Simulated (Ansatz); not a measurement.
# Ga2Te2O: the cost of one run

Computed with Ansatz 0.2.0 (DFT PBE, scalar-relativistic, plane waves, PAW, unless a step's input says otherwise).

### 1 The structure to begin with

The structure is tetragonal, space group I4/mmm (No. 139). The conventional cell has a = 4.560 Å, b = 4.560 Å, c = 10.618 Å, α = 90.00°, β = 90.00°, γ = 90.00°. Ga (site symmetry -4m2) is surrounded by 4 Te at 2.56 Å and 4 Ga at 3.22 Å and 4 O at 3.50 Å. Te (site symmetry 4mm) has 4 Ga at 2.56 Å as nearest neighbours. Around O (site symmetry 4/mmm) lie 8 Ga at 3.50 Å and 8 Te at 3.55 Å.

Coordinates:

```
Ga Te O
1.0
    -2.28014    2.28014    5.30916
     2.28014   -2.28014    5.30916
     2.28014    2.28014   -5.30916
Ga Te O
2 2 1
Direct
  0.25000 0.75000 0.50000
  0.75000 0.25000 0.50000
  0.64030 0.64030 0.00000
  0.35970 0.35970 0.00000
  0.00000 0.00000 0.00000
```

The cell is invented: species swapped into a database cell of LaNi2Sn2 (I4/mmm, No. 139), with O on the La sites, Ga on the Ni sites and Te on the Sn sites. Its size is a rough estimate.

### 2 The guess as it stands, on a coarse mesh

Input file input.yaml:

```yaml
crystal:
  lattice:
    - [-2.28013892, 2.28013892, 5.30916144]
    - [2.28013892, -2.28013892, 5.30916144]
    - [2.28013892, 2.28013892, -5.30916144]
  atoms:
    - { symbol: Ga, position: [0.25, 0.75, 0.5] }
    - { symbol: Ga, position: [0.75, 0.25, 0.5] }
    - { symbol: Te, position: [0.64029694, 0.64029694, 0.0] }
    - { symbol: Te, position: [0.35970306, 0.35970306, 0.0] }
    - { symbol: O, position: [0.0, 0.0, 0.0] }
basis:
  ecutwfc: 420
kpoints:
  mp_grid: { grid: [6, 6, 6] }
hamiltonian:
  xc: pbe
scf:
  occupations: { method: gaussian, width: 0.1 }
  lower_state_search: "off"
output:
  forces: true
  stress: true
  eigenvalues: true
```

Launch:

```bash
$ ansatz run input.yaml --threads 1 --pin off --max-ram 2560MiB --backend cpu --events-out ev --progress --plain --runs-dir out
```

What time and memory should one allow on 1 thread of Arm Neoverse V1, shared host?

About 8.9 s, with a peak of 0.46 GiB.
